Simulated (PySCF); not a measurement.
# C5H3MoNO8 ([Mo(NMe)(ox)2]-): the cost of one run

Computed with PySCF 2.14.0 and routines of our own; the level stands in each step. Atoms count from 0.

## 1. The system as given

18 atoms, charge -1, states of the metal's open shell are computed; geometry from: GFN2-xTB, shaken.

## 2. Geometry optimisation at B3LYP-D3(BJ)/def2-SVP

The job: settings as JSON, then the geometry in Å.

```
{"job": {"xc": "B3LYP", "basis": "def2-SVP", "d3": "d3bj", "grid": 1, "maxiter": 40, "kind": "geom"}, "charge": -1, "metal": "Mo", "open_shell": "d1"}
Mo     0.076620     0.080040    -0.054310
N     -0.035500    -0.038410     1.655850
C     -0.098900    -0.096990     3.068030
H     -0.767940    -0.936520     3.375140
H      0.895290    -0.307160     3.504350
H     -0.490210     0.793800     3.486970
O      1.926540     0.201760    -0.626640
C      2.308990     1.196930    -1.355280
O      3.365850     1.313300    -1.993580
C      1.203440     2.320720    -1.345910
O      1.288740     3.372620    -1.945430
O      0.209580     1.974620    -0.595990
O     -1.789160    -0.023730    -0.759930
C     -2.264780    -1.139120    -1.236770
O     -3.407620    -1.320790    -1.615990
C     -1.172270    -2.241660    -1.244850
O     -1.342250    -3.347390    -1.642430
O     -0.060380    -1.784070    -0.753490
```

The run is started by

```console
$ OMP_NUM_THREADS=1 python lf_run.py task.json out
```

The driver reads the jobs from task.json and runs them one after another.

Q: Estimate the wall time and peak memory of this first job on 1 thread of Arm Neoverse V1, shared host.

About 15 min, with a peak of 1 GiB.
